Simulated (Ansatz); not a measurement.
**InAs (InAs (110), 2 layers): how the settings move a single-point run**

Question: which choices in the input matter for InAs (InAs (110), 2 layers)?

Computed with Ansatz 0.2.0 (reference: DFT, PBE, PAW with Ansatz's default frozen-core files, scalar-relativistic, unless a step's input says otherwise).

## (1) Starting point

The structure is orthorhombic, space group Pmn2_1 (No. 31). The conventional cell has a = 4.375 Å, b = 18.187 Å, c = 6.187 Å, α = 90.00°, β = 90.00°, γ = 90.00°. In (site symmetry m) is surrounded by 3 As at 2.68 Å. Around As (site symmetry m) lie 3 In at 2.68 Å.

Structure file:

```
CELL_PARAMETERS angstrom
4.37484 0.00000 0.00000
0.00000 6.18695 0.00000
0.00000 0.00000 18.18740
ATOMIC_POSITIONS crystal
In 0.00000 0.87500 0.43986
As 0.50000 0.62500 0.43986
In 0.50000 0.37500 0.56014
As 0.00000 0.12500 0.56014
```

## (2) The reference run

input.yaml reads:

```yaml
crystal:
  lattice:
    - [4.3748353789, 0.0, 0.0]
    - [0.0, 6.186951526, 0.0]
    - [0.0, 0.0, 18.1874]
  atoms:
    - { symbol: In, position: [0.0, 0.875, 0.4398644751] }
    - { symbol: As, position: [0.5, 0.625, 0.4398644751] }
    - { symbol: In, position: [0.5, 0.375, 0.5601355249] }
    - { symbol: As, position: [0.0, 0.125, 0.5601355249] }
kpoints:
  mp_grid: { grid: [6, 4, 1] }
scf:
  occupations: { method: fermi_dirac, width: 0.02 }
hamiltonian:
  xc: pbe
  pseudopotentials: { kind: paw }
output:
  forces: true
  stress: true
  eigenvalues: true
  populations: true
efield:
  axis: 3
  amplitude: 0
  dipole_correction: true
```

Started as:

```console
$ ansatz run input.yaml --threads 1 --pin off --max-ram 3584MiB --backend cpu --events-out ev --progress --plain --runs-dir out
```

## (3) Changing settings: eigensolver.kind davidson, mixing.algorithm anderson, mixing.beta 0.2, mixing.ndim 2, basis.precision f64

input.yaml, as its differences from that of step 2:

```diff
@@ -14,2 +14,4 @@
   occupations: { method: fermi_dirac, width: 0.02 }
+  eigensolver: { kind: davidson }
+  mixing: { algorithm: anderson, beta: 0.2, ndim: 2 }
 hamiltonian:
@@ -26 +28,3 @@
   dipole_correction: true
+basis:
+  precision: f64
```

**Question.** What will these runs give? Wanted: for each run, ending; energy change; gap; force.

The runs gave:

```tsv
run	ending	energy change	gap (eV)	force (eV/Å)	cycles	time
reference	converged	0	0.98	0.86	8	21 s
1: eigensolver.kind davidson, mixing.algorithm anderson, mixing.beta 0.2, mixing.ndim 2, basis.precision f64	converged	0.0 meV/atom	0.98	0.86	11	38 s
```

Residual by cycle in the longest SCF loop of each run; runs are numbered as in the table. The quantity is the density residual dr2, in eV.

```tsv
cycle	reference	run 1
1	0.0119	0.0124
2	0.00162	0.00566
3	3.4e-4	9.6e-4
4	2.8e-5	5.3e-4
5	1.6e-5	3.7e-5
6	3.0e-5	2.1e-5
7	2.0e-6	3.2e-6
8	6.6e-8	2.0e-6
9	-	1.1e-6
10	-	7.3e-7
11	-	7.9e-8
```

With the changed solver, mixing and arithmetic precision the energy agrees within 0.5 meV/atom. Cost: 11 SCF cycles against 8, 38 s against 21 s.

The gaps are Kohn-Sham values of a semilocal functional, not quasiparticle or optical gaps. Such gaps usually fall short of the measured ones.
